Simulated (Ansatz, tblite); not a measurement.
# TIPS-pentacene (C₄₄H₅₄Si₂): removing and adding an electron

What does removing or adding an electron cost or gain for TIPS-pentacene (C₄₄H₅₄Si₂)? Each charged state is run at several levels.

Method: as each input shows; program: Ansatz 0.2.0, Gaussian basis.

Plan: charge +1 doublet, at the geometry of the singlet (PBE0-D4/def2-SVP, PBE-D4/def2-SVP, B3LYP-D4/def2-SVP); charge -1 doublet, at the geometry of the singlet (PBE0-D4/def2-SVP, PBE-D4/def2-SVP, B3LYP-D4/def2-SVP); the starting singlet's energies come from earlier runs.

1 further run of the same task is left out (it didn't finish).

**1. The relaxed structure**

The singlet was relaxed beforehand with PBE-D4/def2-SVP.

SMILES `CC(C)[Si](C#Cc1c2cc3ccccc3cc2c(C#C[Si](C(C)C)(C(C)C)C(C)C)c2cc3ccccc3cc12)(C(C)C)C(C)C`, 100 atoms, charge 0, spin multiplicity 1.

Atoms are counted from 1 here; the program's logs count them from 0.

Bond lengths: C1–C2 1.537 Å, C1–H47 1.109 Å, C1–H48 1.112 Å, C1–H49 1.110 Å, C2–C3 1.538 Å, C2–Si4 1.923 Å, C2–H50 1.115 Å, C3–H51 1.111 Å, C3–H52 1.112 Å, C3–H53 1.109 Å, Si4–C5 1.844 Å, Si4–C41 1.927 Å, Si4–C44 1.918 Å, C5–C6 1.239 Å, C6–C7 1.415 Å, C7–C8 1.433 Å, C7–C40 1.432 Å, C8–C9 1.415 Å and more. Angles: C2–C1–H47 111.7°, C2–C1–H48 110.9°, C2–C1–H49 112.0°, H47–C1–H48 107.8°, H47–C1–H49 107.1°, H48–C1–H49 107.1°, C1–C2–C3 111.6°, C1–C2–Si4 113.8°, C1–C2–H50 107.4°, C3–C2–Si4 112.4°, C3–C2–H50 107.8°, Si4–C2–H50 103.1°, C2–C3–H51 111.6°, C2–C3–H52 111.0°, C2–C3–H53 112.6°, H51–C3–H52 106.9°, H51–C3–H53 107.3°, H52–C3–H53 107.1° and more.

**2. Charge +1 doublet at the fixed geometry, PBE0-D4/def2-SVP**

The input, in.yaml:

```yaml
crystal:
  periodic: [false, false, false]
  atoms:
    - {symbol: C, position_ang: [-5.647624, -2.690217, 1.859061]}
    - {symbol: C, position_ang: [-6.461043, -1.389570, 1.959225]}
    - {symbol: C, position_ang: [-7.973473, -1.660899, 1.884668]}
    - {symbol: Si, position_ang: [-5.898520, -0.023925, 0.727435]}
    - {symbol: C, position_ang: [-4.066032, -0.134274, 0.555503]}
    - {symbol: C, position_ang: [-2.835607, -0.143435, 0.412446]}
    - {symbol: C, position_ang: [-1.431295, -0.125688, 0.238762]}
    - {symbol: C, position_ang: [-0.830851, 0.925860, -0.527998]}
    - {symbol: C, position_ang: [-1.612140, 1.947829, -1.117500]}
    - {symbol: C, position_ang: [-1.038330, 2.979823, -1.871912]}
    - {symbol: C, position_ang: [-1.828090, 4.018044, -2.471779]}
    - {symbol: C, position_ang: [-1.233772, 5.020163, -3.209554]}
    - {symbol: C, position_ang: [0.187934, 5.043991, -3.392546]}
    - {symbol: C, position_ang: [0.982886, 4.065902, -2.832917]}
    - {symbol: C, position_ang: [0.405990, 3.004121, -2.057493]}
    - {symbol: C, position_ang: [1.185281, 1.995665, -1.474960]}
    - {symbol: C, position_ang: [0.612821, 0.952420, -0.709399]}
    - {symbol: C, position_ang: [1.422853, -0.067394, -0.111971]}
    - {symbol: C, position_ang: [2.827816, -0.035837, -0.278994]}
    - {symbol: C, position_ang: [4.058119, -0.006090, -0.419217]}
    - {symbol: Si, position_ang: [5.890600, 0.031237, -0.624946]}
    - {symbol: C, position_ang: [6.283182, -1.014990, -2.183139]}
    - {symbol: C, position_ang: [7.791731, -1.158707, -2.438294]}
    - {symbol: C, position_ang: [5.538639, -0.490237, -3.420568]}
    - {symbol: C, position_ang: [6.637321, -0.769624, 0.947981]}
    - {symbol: C, position_ang: [6.202748, -0.022697, 2.219930]}
    - {symbol: C, position_ang: [6.287509, -2.264407, 1.032038]}
    - {symbol: C, position_ang: [6.446029, 1.856516, -0.862993]}
    - {symbol: C, position_ang: [7.921828, 2.059946, -0.476306]}
    - {symbol: C, position_ang: [5.533659, 2.877196, -0.163248]}
    - {symbol: C, position_ang: [0.822599, -1.116896, 0.657012]}
    - {symbol: C, position_ang: [1.603865, -2.131756, 1.258274]}
    - {symbol: C, position_ang: [1.029531, -3.163705, 2.012122]}
    - {symbol: C, position_ang: [1.819307, -4.194561, 2.624669]}
    - {symbol: C, position_ang: [1.223181, -5.197672, 3.359669]}
    - {symbol: C, position_ang: [-0.200453, -5.230974, 3.526300]}
    - {symbol: C, position_ang: [-0.995589, -4.259949, 2.954841]}
    - {symbol: C, position_ang: [-0.416575, -3.196923, 2.182646]}
    - {symbol: C, position_ang: [-1.195455, -2.193819, 1.591399]}
    - {symbol: C, position_ang: [-0.621764, -1.147347, 0.831933]}
    - {symbol: C, position_ang: [-6.311186, 1.707388, 1.465606]}
    - {symbol: C, position_ang: [-7.764624, 2.130184, 1.189884]}
    - {symbol: C, position_ang: [-5.317689, 2.808711, 1.059879]}
    - {symbol: C, position_ang: [-6.635788, -0.247116, -1.029473]}
    - {symbol: C, position_ang: [-6.129506, 0.842602, -1.989810]}
    - {symbol: C, position_ang: [-6.360813, -1.650830, -1.592986]}
    - {symbol: H, position_ang: [-4.559544, -2.503184, 1.960965]}
    - {symbol: H, position_ang: [-5.945837, -3.406275, 2.655851]}
    - {symbol: H, position_ang: [-5.800623, -3.201700, 0.886426]}
    - {symbol: H, position_ang: [-6.244656, -0.937146, 2.955414]}
    - {symbol: H, position_ang: [-8.263909, -2.091256, 0.902851]}
    - {symbol: H, position_ang: [-8.286616, -2.390549, 2.662911]}
    - {symbol: H, position_ang: [-8.578462, -0.743221, 2.034487]}
    - {symbol: H, position_ang: [-2.702814, 1.925425, -0.972881]}
    - {symbol: H, position_ang: [-2.919771, 3.994820, -2.327151]}
    - {symbol: H, position_ang: [-1.849292, 5.810795, -3.665435]}
    - {symbol: H, position_ang: [0.641685, 5.853012, -3.985354]}
    - {symbol: H, position_ang: [2.075664, 4.080892, -2.969456]}
    - {symbol: H, position_ang: [2.277099, 2.007410, -1.613120]}
    - {symbol: H, position_ang: [5.871449, -2.021617, -1.941005]}
    - {symbol: H, position_ang: [8.336759, -1.556411, -1.556825]}
    - {symbol: H, position_ang: [8.253979, -0.183825, -2.702711]}
    - {symbol: H, position_ang: [7.990225, -1.847955, -3.287939]}
    - {symbol: H, position_ang: [5.894462, 0.521439, -3.712221]}
    - {symbol: H, position_ang: [4.445534, -0.421323, -3.245424]}
    - {symbol: H, position_ang: [5.700209, -1.153596, -4.297961]}
    - {symbol: H, position_ang: [7.743076, -0.673790, 0.843425]}
    - {symbol: H, position_ang: [6.516609, 1.040970, 2.213898]}
    - {symbol: H, position_ang: [6.639063, -0.491693, 3.128794]}
    - {symbol: H, position_ang: [5.098170, -0.039340, 2.334554]}
    - {symbol: H, position_ang: [6.668720, -2.840368, 0.164323]}
    - {symbol: H, position_ang: [5.186820, -2.415540, 1.072011]}
    - {symbol: H, position_ang: [6.715126, -2.723978, 1.949693]}
    - {symbol: H, position_ang: [6.355607, 2.022072, -1.961839]}
    - {symbol: H, position_ang: [8.602939, 1.357968, -0.999565]}
    - {symbol: H, position_ang: [8.079358, 1.920325, 0.614122]}
    - {symbol: H, position_ang: [8.258189, 3.090978, -0.721216]}
    - {symbol: H, position_ang: [5.857153, 3.917092, -0.388098]}
    - {symbol: H, position_ang: [5.555769, 2.759566, 0.940530]}
    - {symbol: H, position_ang: [4.475131, 2.774089, -0.475634]}
    - {symbol: H, position_ang: [2.695565, -2.103007, 1.123076]}
    - {symbol: H, position_ang: [2.912586, -4.164121, 2.493704]}
    - {symbol: H, position_ang: [1.838543, -5.983558, 3.823918]}
    - {symbol: H, position_ang: [-0.655397, -6.041973, 4.115476]}
    - {symbol: H, position_ang: [-2.089754, -4.280547, 3.079699]}
    - {symbol: H, position_ang: [-2.288459, -2.212812, 1.716327]}
    - {symbol: H, position_ang: [-6.204173, 1.550088, 2.564420]}
    - {symbol: H, position_ang: [-8.007675, 3.081385, 1.711708]}
    - {symbol: H, position_ang: [-7.941695, 2.302065, 0.107092]}
    - {symbol: H, position_ang: [-8.502525, 1.373687, 1.527421]}
    - {symbol: H, position_ang: [-5.554217, 3.764205, 1.577071]}
    - {symbol: H, position_ang: [-4.272772, 2.536475, 1.308810]}
    - {symbol: H, position_ang: [-5.352440, 3.013779, -0.030948]}
    - {symbol: H, position_ang: [-7.737520, -0.124800, -0.908774]}
    - {symbol: H, position_ang: [-6.555434, 0.704227, -3.007497]}
    - {symbol: H, position_ang: [-5.023410, 0.806405, -2.088118]}
    - {symbol: H, position_ang: [-6.400860, 1.864115, -1.654677]}
    - {symbol: H, position_ang: [-6.771643, -1.753213, -2.621177]}
    - {symbol: H, position_ang: [-6.814984, -2.451827, -0.975569]}
    - {symbol: H, position_ang: [-5.270205, -1.852757, -1.651658]}
basis:
  gaussian: {orbitals: def2-SVP, fitting: {mean_field: def2-universal-jkfit}}
total_charge: 1
magnetization: {spin_polarized: true, initial_magnetization: 1}
hamiltonian: {xc: pbe0, dispersion: d4}
scf: {omitted_lower_state_checks: [starts]}
output: {orbitals: {seedname: orbitals}}
```

Launch:

```bash
$ ansatz run in.yaml --threads 4 --pin off --events-out ev --progress --plain --max-ram 46080MiB --backend cuda --devices 0, --max-vram 37GiB
```

Log:

```text
Functional definition: PBE0
  name "PBE0"
  cite "Adamo & Barone, J. Chem. Phys. 110, 6158 (1999) doi:10.1063/1.478522"
  cite "Perdew, Burke & Ernzerhof, Phys. Rev. Lett. 77, 3865 (1996) doi:10.1103/PhysRevLett.77.3865"
  parent pbe
  parameter a = 0.25
  parameter kappa = 0.804
  parameter beta = 0.06672455060314922
  exchange = (1 - a)*pbe_x(kappa = kappa, mu = beta*pi^2/3) + a*exact_x
  correlation = pbe_c(beta = beta)
these checks for a lower state are left out or cut short: starts
4528 factors; integrals over basis functions are off by at most 2.3e-1 eV
mean field evaluation 1: about -62105.1742 eV, gradient 1.0e2 eV
mean field evaluation 2: about -62095.0401 eV, gradient 1.1e2 eV
mean field evaluation 4: about -62157.4807 eV, gradient 1.4e1 eV
mean field evaluation 8: about -62158.5490 eV, gradient 1.1e0 eV
mean field evaluation 16: about -62158.5578 eV, gradient 8.9e-3 eV
mean field -62158.55777810 eV, -2284.2848657614 hartree, gradient 3.7e-5 eV, S^2 0.775540; 0 other end points of the search recorded, 0 dependent functions left out
reference -62158.55786926 eV, -2284.2848691113 hartree; 173, 172 occupied and 749, 750 virtual orbitals, 4528 factors
Total energy: -62162.02272783 eV, -2284.4122003153 hartree
Checks for a lower state left out: starts
```

Run time: 17 s. Hardware: 1 × H100 (card shared with other runs) with 4 threads of AMD EPYC 7R13, shared host; peak host memory 1.7 GiB.

HOMO -8.41 eV, LUMO -6.98 eV (over both spins); ⟨S²⟩ 0.776 (pure: 0.75).

**3. Charge +1 doublet at the fixed geometry, PBE-D4/def2-SVP**

start.molden holds the orbitals of an earlier run on this state, given as this run's starting guess.

in.yaml, as its differences from that of step 2:

```diff
@@ -104,6 +104,6 @@
 basis:
-  gaussian: {orbitals: def2-SVP, fitting: {mean_field: def2-universal-jkfit}}
+  gaussian: {orbitals: def2-SVP, fitting: {mean_field: def2-universal-jkfit}, initial_orbitals: start.molden}
 total_charge: 1
 magnetization: {spin_polarized: true, initial_magnetization: 1}
-hamiltonian: {xc: pbe0, dispersion: d4}
+hamiltonian: {xc: pbe, dispersion: d4}
 scf: {omitted_lower_state_checks: [starts]}
```

The command is unchanged.

Log:

```text
Functional definition: PBE
  name "PBE"
  cite "Perdew, Burke & Ernzerhof, Phys. Rev. Lett. 77, 3865 (1996) doi:10.1103/PhysRevLett.77.3865"
  parent pbe
  parameter kappa = 0.804
  parameter beta = 0.06672455060314922
  exchange = pbe_x(kappa = kappa, mu = beta*pi^2/3)
  correlation = pbe_c(beta = beta)
these checks for a lower state are left out or cut short: starts
4528 factors; integrals over basis functions are off by at most 2.3e-1 eV
mean field evaluation 1: about -62150.0998 eV, gradient 1.3e1 eV
mean field evaluation 2: about -62150.7136 eV, gradient 5.8e-1 eV
mean field evaluation 4: about -62150.6978 eV, gradient 5.2e-2 eV
mean field evaluation 8: about -62150.6978 eV, gradient 1.9e-5 eV
mean field -62150.69781613 eV, -2283.9960174867 hartree, gradient 1.9e-5 eV, S^2 0.754585; 0 other end points of the search recorded, 0 dependent functions left out
reference -62150.69793060 eV, -2283.9960216935 hartree; 173, 172 occupied and 749, 750 virtual orbitals, 4528 factors
Total energy: -62154.65025613 eV, -2284.1412669778 hartree
Checks for a lower state left out: starts
```

Wall time 12 s (1 × H100 (card shared with other runs) with 4 threads of AMD EPYC 7R13, shared host); peak host memory 1.6 GiB.

HOMO -7.57 eV, LUMO -7.32 eV (over both spins); ⟨S²⟩ 0.755 (pure: 0.75).

**4. Charge +1 doublet at the fixed geometry, B3LYP-D4/def2-SVP**

in.yaml, as its differences from that of step 3:

```diff
@@ -107,3 +107,3 @@
 magnetization: {spin_polarized: true, initial_magnetization: 1}
-hamiltonian: {xc: pbe, dispersion: d4}
+hamiltonian: {xc: {name: B3LYP}, dispersion: d4}
 scf: {omitted_lower_state_checks: [starts]}
```

Same command.

Log, shortened:

```text
Functional definition: B3LYP
  name "B3LYP"
  cite "Stephens, Devlin, Chabalowski & Frisch, J. Phys. Chem. 98, 11623 (1994) doi:10.1021/j100096a001"
  cite "Becke, Phys. Rev. A 38, 3098 (1988) doi:10.1103/PhysRevA.38.3098"
  cite "Lee, Yang & Parr, Phys. Rev. B 37, 785 (1988) doi:10.1103/PhysRevB.37.785"
  cite "Vosko, Wilk & Nusair, Can. J. Phys. 58, 1200 (1980) doi:10.1139/p80-159"
[...]
4528 factors; integrals over basis functions are off by at most 2.3e-1 eV
[...]
mean field -62221.72291428 eV, -2286.6061417012 hartree, gradient 1.9e-5 eV, S^2 0.767132; 0 other end points of the search recorded, 0 dependent functions left out
reference -62221.72371510 eV, -2286.6061711307 hartree; 173, 172 occupied and 749, 750 virtual orbitals, 4528 factors
Total energy: -62227.85565782 eV, -2286.8315158694 hartree
Checks for a lower state left out: starts
```

It took 24 s on 1 × H100 (card shared with other runs) with 4 threads of AMD EPYC 7R13, shared host; peak host memory 1.6 GiB.

Report: HOMO -8.16 eV, LUMO -7.01 eV (over both spins); ⟨S²⟩ 0.767 (pure: 0.75).

**5. Vertical ionisation energy**

Charged state less starting state, singlet to doublet; the starting state's energies are those of its earlier runs.

```tsv
level	vertical ionisation energy (eV)	time
PBE-D4/def2-SVP	+5.93	19 s
B3LYP-D4/def2-SVP	+6.03	38 s
PBE0-D4/def2-SVP	+6.08	28 s
```

Times add the two runs; a level without a time comes out of a correlated run.

Beside −ε(HOMO) of the starting state:

```tsv
level	−ε(HOMO) (eV)	by difference (eV)	mismatch (eV)
PBE-D4/def2-SVP	4.39	5.93	-1.54
B3LYP-D4/def2-SVP	4.84	6.03	-1.18
PBE0-D4/def2-SVP	5.06	6.08	-1.02
```

**6. Charge -1 doublet at the fixed geometry, PBE0-D4/def2-SVP**

in.yaml, as its differences from that of step 4:

```diff
@@ -104,6 +104,6 @@
 basis:
-  gaussian: {orbitals: def2-SVP, fitting: {mean_field: def2-universal-jkfit}, initial_orbitals: start.molden}
-total_charge: 1
+  gaussian: {orbitals: def2-SVP, fitting: {mean_field: def2-universal-jkfit}}
+total_charge: -1
 magnetization: {spin_polarized: true, initial_magnetization: 1}
-hamiltonian: {xc: {name: B3LYP}, dispersion: d4}
+hamiltonian: {xc: pbe0, dispersion: d4}
 scf: {omitted_lower_state_checks: [starts]}
```

The command is unchanged.

Log, shortened:

```text
Functional definition: PBE0
  name "PBE0"
  cite "Adamo & Barone, J. Chem. Phys. 110, 6158 (1999) doi:10.1063/1.478522"
  cite "Perdew, Burke & Ernzerhof, Phys. Rev. Lett. 77, 3865 (1996) doi:10.1103/PhysRevLett.77.3865"
  parent pbe
[...]
4528 factors; integrals over basis functions are off by at most 2.3e-1 eV
[...]
mean field -62166.62514628 eV, -2284.5813360737 hartree, gradient 4.0e-5 eV, S^2 0.766045; 0 other end points of the search recorded, 0 dependent functions left out
reference -62166.62522936 eV, -2284.5813391270 hartree; 174, 173 occupied and 748, 749 virtual orbitals, 4528 factors
Total energy: -62170.20309552 eV, -2284.7128232832 hartree
Checks for a lower state left out: starts
```

Wall time 20 s (1 × H100 (card shared with other runs) with 4 threads of AMD EPYC 7R13, shared host); peak host memory 1.8 GiB.

Report: HOMO -1.07 eV, LUMO 0.32 eV (over both spins); ⟨S²⟩ 0.766 (pure: 0.75).

**7. Charge -1 doublet at the fixed geometry, PBE-D4/def2-SVP**

in.yaml, as its differences from that of step 6:

```diff
@@ -104,6 +104,6 @@
 basis:
-  gaussian: {orbitals: def2-SVP, fitting: {mean_field: def2-universal-jkfit}}
+  gaussian: {orbitals: def2-SVP, fitting: {mean_field: def2-universal-jkfit}, initial_orbitals: start.molden}
 total_charge: -1
 magnetization: {spin_polarized: true, initial_magnetization: 1}
-hamiltonian: {xc: pbe0, dispersion: d4}
+hamiltonian: {xc: pbe, dispersion: d4}
 scf: {omitted_lower_state_checks: [starts]}
```

The command is unchanged.

Log:

```text
Functional definition: PBE
  name "PBE"
  cite "Perdew, Burke & Ernzerhof, Phys. Rev. Lett. 77, 3865 (1996) doi:10.1103/PhysRevLett.77.3865"
  parent pbe
  parameter kappa = 0.804
  parameter beta = 0.06672455060314922
  exchange = pbe_x(kappa = kappa, mu = beta*pi^2/3)
  correlation = pbe_c(beta = beta)
these checks for a lower state are left out or cut short: starts
4528 factors; integrals over basis functions are off by at most 2.3e-1 eV
mean field evaluation 1: about -62157.9508 eV, gradient 1.2e1 eV
mean field evaluation 2: about -62158.5512 eV, gradient 6.0e-1 eV
mean field evaluation 4: about -62158.5315 eV, gradient 8.9e-3 eV
mean field -62158.53153016 eV, -2284.2839011674 hartree, gradient 2.8e-5 eV, S^2 0.752981; 0 other end points of the search recorded, 0 dependent functions left out
reference -62158.53163685 eV, -2284.2839050884 hartree; 174, 173 occupied and 748, 749 virtual orbitals, 4528 factors
Total energy: -62162.61311613 eV, -2284.4338966854 hartree
Checks for a lower state left out: starts
```

Run time: 9.5 s. Hardware: 1 × H100 (card shared with other runs) with 4 threads of AMD EPYC 7R13, shared host; peak host memory 1.6 GiB.

Report: HOMO -0.47 eV, LUMO -0.24 eV (over both spins); ⟨S²⟩ 0.753 (pure: 0.75).

**8. Charge -1 doublet at the fixed geometry, B3LYP-D4/def2-SVP**

in.yaml, as its differences from that of step 7:

```diff
@@ -107,3 +107,3 @@
 magnetization: {spin_polarized: true, initial_magnetization: 1}
-hamiltonian: {xc: pbe, dispersion: d4}
+hamiltonian: {xc: {name: B3LYP}, dispersion: d4}
 scf: {omitted_lower_state_checks: [starts]}
```

Same command.

Log, shortened:

```text
Functional definition: B3LYP
  name "B3LYP"
  cite "Stephens, Devlin, Chabalowski & Frisch, J. Phys. Chem. 98, 11623 (1994) doi:10.1021/j100096a001"
  cite "Becke, Phys. Rev. A 38, 3098 (1988) doi:10.1103/PhysRevA.38.3098"
  cite "Lee, Yang & Parr, Phys. Rev. B 37, 785 (1988) doi:10.1103/PhysRevB.37.785"
  cite "Vosko, Wilk & Nusair, Can. J. Phys. 58, 1200 (1980) doi:10.1139/p80-159"
[...]
4528 factors; integrals over basis functions are off by at most 2.3e-1 eV
[...]
mean field -62229.59162296 eV, -2286.8953114116 hartree, gradient 1.5e-5 eV, S^2 0.761208; 0 other end points of the search recorded, 0 dependent functions left out
reference -62229.59240039 eV, -2286.8953399816 hartree; 174, 173 occupied and 748, 749 virtual orbitals, 4528 factors
Total energy: -62235.92016702 eV, -2287.1278811161 hartree
Checks for a lower state left out: starts
```

Run time: 14 s. Hardware: 1 × H100 (card shared with other runs) with 4 threads of AMD EPYC 7R13, shared host; peak host memory 1.6 GiB.

Report: HOMO -0.85 eV, LUMO 0.28 eV (over both spins); ⟨S²⟩ 0.761 (pure: 0.75).

**9. Vertical electron affinity**

Starting state less charged state (positive: the electron is bound), singlet to doublet; the starting state's energies are those of its earlier runs.

```tsv
level	vertical electron affinity (eV)	time
PBE-D4/def2-SVP	+2.03	16 s
B3LYP-D4/def2-SVP	+2.04	27 s
PBE0-D4/def2-SVP	+2.10	30 s
```

Times add the two runs; a level without a time comes out of a correlated run.

Beside −ε(LUMO) of the starting state:

```tsv
level	−ε(LUMO) (eV)	by difference (eV)	mismatch (eV)
PBE-D4/def2-SVP	3.47	2.03	+1.43
B3LYP-D4/def2-SVP	3.03	2.04	+0.99
PBE0-D4/def2-SVP	3.02	2.10	+0.92
```

**10. Results**

| quantity | value |
| --- | --- |
| vertical ionisation energy, functionals in def2-SVP | 5.93 (PBE-D4) to 6.08 eV (PBE0-D4) |
| vertical electron affinity, functionals in def2-SVP | 2.03 (PBE-D4) to 2.10 eV (PBE0-D4) |

The vertical ionisation energy spans 5.93 to 6.08 eV over the functionals. −ε(HOMO) misses the level's own difference by -1.02 eV at best (PBE0-D4) and -1.54 eV at worst (PBE-D4). The vertical electron affinity spans 2.03 to 2.10 eV over the functionals. −ε(LUMO) misses the level's own difference by +0.92 eV at best (PBE0-D4) and +1.43 eV at worst (PBE-D4).
